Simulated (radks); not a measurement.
# The Coulomb parameter U of the 4d shell of Ru²⁺

Aim: U as the second difference [E(n + 1) + E(n − 1) − 2E(n)]/1², with all orbitals relaxed. Bare: the atom's charge changes with n. Screened: the 5p shell takes up the change. The start is a model configuration, not necessarily the ground state.

The numbers are computed with radks (a radial shooting solver on a logarithmic mesh, Libxc functionals) version 1 (scalar-relativistic Kohn-Sham, SCAN, spin-unpolarised, spherical densities, finite nucleus), except any that are marked as measured or tabulated.

### 1 What is computed

```
element            : ruthenium (Z = 44)
charge             : +2
electrons          : 42
configuration      : [Kr] 4d5 5p1
nuclear rms radius : 4.4809 fm
```

The outer shells:

Ru²⁺
```
[Kr] core
4d [↑ ][↑ ][↑ ][↑ ][↑ ]
5p [↑ ][  ][  ]
```

### 2 Start: [Kr] 4d5 5p1

Settings of this run:

```text
Z 44
configuration [Kr] 4d5 5p1
relativity scalar-relativistic
functional scan,scan
spin unpolarised
nucleus finite rms 4.4809 fm
c 137.035999084
```

### 3 Bare +1: [Kr] 4d6 5p1

Input: that of step 2 with these lines changed.

```diff
@@ -1,3 +1,3 @@
 Z 44
-configuration [Kr] 4d5 5p1
+configuration [Kr] 4d6 5p1
 relativity scalar-relativistic
```

### 4 Bare -1: [Kr] 4d4 5p1

Input: that of step 3 with these lines changed.

```diff
@@ -1,3 +1,3 @@
 Z 44
-configuration [Kr] 4d6 5p1
+configuration [Kr] 4d4 5p1
 relativity scalar-relativistic
```

### 5 Screened +1: [Kr] 4d6

Input: that of step 4 with these lines changed.

```diff
@@ -1,3 +1,3 @@
 Z 44
-configuration [Kr] 4d4 5p1
+configuration [Kr] 4d6
 relativity scalar-relativistic
```

### 6 Screened -1: [Kr] 4d4 5p2

Input: that of step 5 with these lines changed.

```diff
@@ -1,3 +1,3 @@
 Z 44
-configuration [Kr] 4d6
+configuration [Kr] 4d4 5p2
 relativity scalar-relativistic
```

What does the calculation give?

**Answer**, as computed:

```
                  quantity  value (eV)
                   U, bare      12.717
         U, screened by 5p       2.585
F0(4d,4d), frozen orbitals      16.904
```

Relaxing the orbitals brings U down to 75 % of the Slater integral F0. Letting 5p compensate leaves 20 % of the bare value; this second difference measures U(4d,4d) + U(5p,5p) − 2U(4d,5p). A solid screens further than the bare atom, so the bare value is an upper guide for the U of a crystal.
